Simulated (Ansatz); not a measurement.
# C₃H₆OSi: one species, many methods

The task here is to estimate one member of a computed series from the others.

Method: functionals in def2-TZVPP, the program's frozen cores in correlated methods; program: Ansatz 0.2.0, Gaussian basis.

The runs, in order: PBE-D4, r2SCAN-D4, PBE0-D4, B3LYP-D4, ωB97X-V, ωB97M-V, B2PLYP; CCSD(T)/def2-TZVPP; MP2/def2-QZVPP; extrapolation to the limit.

### The geometry

An earlier PBE0-D4 in a triple-zeta def2 set relaxation fixed the geometry.

SMILES `[SiH3]C1=CCO1`, 11 atoms, charge 0, spin multiplicity 1.

Atoms are counted from 1 here; the program's logs count them from 0.

Bond lengths: Si1–C2 1.864 Å, Si1–H6 1.485 Å, Si1–H7 1.485 Å, Si1–H8 1.484 Å, C2–C3 1.341 Å, C2–O5 1.394 Å, C3–C4 1.497 Å, C3–H9 1.077 Å, C4–O5 1.456 Å, C4–H10 1.093 Å, C4–H11 1.093 Å. Angles: C2–Si1–H6 110.3°, C2–Si1–H7 110.3°, C2–Si1–H8 106.9°, H6–Si1–H7 109.0°, H6–Si1–H8 110.2°, H7–Si1–H8 110.2°, Si1–C2–C3 138.5°, Si1–C2–O5 124.1°, C3–C2–O5 97.4°, C2–C3–C4 87.4°, C2–C3–H9 136.3°, C4–C3–H9 136.3°, C3–C4–O5 88.2°, C3–C4–H10 117.3°, C3–C4–H11 117.3°, O5–C4–H10 110.6°, O5–C4–H11 110.6°, H10–C4–H11 110.6° and more.

The first run:

in.yaml reads:

```yaml
crystal:
  periodic: [false, false, false]
  atoms:
    - {symbol: Si, position_ang: [-1.852290, 0.590817, -0.131040]}
    - {symbol: C, position_ang: [-0.069815, 0.050852, -0.044916]}
    - {symbol: C, position_ang: [0.706145, -0.737266, 0.714239]}
    - {symbol: C, position_ang: [1.846493, -0.357207, -0.177477]}
    - {symbol: O, position_ang: [0.917707, 0.469864, -0.934701]}
    - {symbol: H, position_ang: [-1.951209, 2.065676, 0.009551]}
    - {symbol: H, position_ang: [-2.450666, 0.187761, -1.428833]}
    - {symbol: H, position_ang: [-2.560110, -0.078310, 0.988429]}
    - {symbol: H, position_ang: [0.570258, -1.363930, 1.579253]}
    - {symbol: H, position_ang: [2.268888, -1.140282, -0.811479]}
    - {symbol: H, position_ang: [2.639899, 0.255024, 0.257574]}
basis:
  gaussian: {orbitals: def2-TZVPP}
hamiltonian: {xc: pbe, dispersion: d4}
output: {forces: true, orbitals: {seedname: orbitals}}
```

On the command line:

```sh
$ ansatz run in.yaml --threads 4 --pin off --events-out ev --progress --plain --max-ram 10444MiB
```

Steps of the session up to this table: PBE-D4 (GGA); r2SCAN-D4 (meta-GGA); PBE0-D4 (hybrid); B3LYP-D4 (hybrid); ωB97X-V (range-separated); ωB97M-V (range-separated); B2PLYP (double hybrid); CCSD(T) in def2-TZVPP; MP2 in def2-QZVPP.

One table of the session follows, with a row left open; its other results are not shown here.

```
            method  atomisation energy (eV)
            PBE-D4                   44.959
         r2SCAN-D4                   43.951
           PBE0-D4                   44.024
          B3LYP-D4                   43.744
           ωB97X-V                        ?
           ωB97M-V                   43.920
            B2PLYP                   43.313
     HF/def2-TZVPP                   31.340
    MP2/def2-TZVPP                   43.422
   CCSD/def2-TZVPP                   41.842
CCSD(T)/def2-TZVPP                   42.606
           MP2/CBS                   44.566
       CCSD(T)/CBS                   43.750
```

Q: Estimate the row for ωB97X-V from the others.

The run gave: atomisation energy (eV): 43.963. In the column «atomisation energy (eV)» it lies between r2SCAN-D4 (43.951) and PBE0-D4 (44.024).

Limits of these values: Free atoms (1 Si, 3 C, 1 O, 6 H) were run apart at each level; the atomisation energy is their sum less the molecule, without zero-point or spin-orbit terms.
